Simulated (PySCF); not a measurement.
# C2HF3O2: the cost of one run

Computed with PySCF 2.14.0, with density-fitted response routines of our own, on a single molecule in the gas phase. Atoms are numbered from 0 throughout.

**1. The molecule as given**

8 atoms, charge 0, multiplicity 1; geometry from: GFN2-xTB. The atoms were then displaced at random by about 0.01 Å, so the start is not that level's minimum.

Bonds of the start (Å): O0–C1 1.20, C1–O2 1.39, O2–C3 1.30, C3–F4 1.35, C3–F5 1.35, C3–F6 1.34, C1–H7 1.12.

**2. Optimising the geometry at PBE0-D3(BJ)/def2-SVP**

The job: settings as JSON, then the geometry in Å.

```
{"job": {"xc": "PBE0", "basis": "def2-SVP", "d3": "d3bj", "grid": 1, "shake": 0.01, "kind": "geom"}, "charge": 0, "multiplicity": 1}
O      1.304180    -1.331620     0.336820
C      1.354840    -0.174990     0.026330
O      0.282720     0.674080    -0.197400
C     -0.925270     0.208490    -0.051220
F     -1.238330    -0.793810    -0.896070
F     -1.803640     1.200920    -0.309990
F     -1.204060    -0.228480     1.182850
H      2.284690     0.426270    -0.143800
```

The run is started by

```
$ OMP_NUM_THREADS=1 python probes_run.py task.json out
```

The driver reads the jobs from task.json and runs them one after another.

**Question.** How long does this first job take on 1 thread of Arm Neoverse V2, shared host, and how much memory does it need?

About 52 s, with a peak of 0.42 GiB.
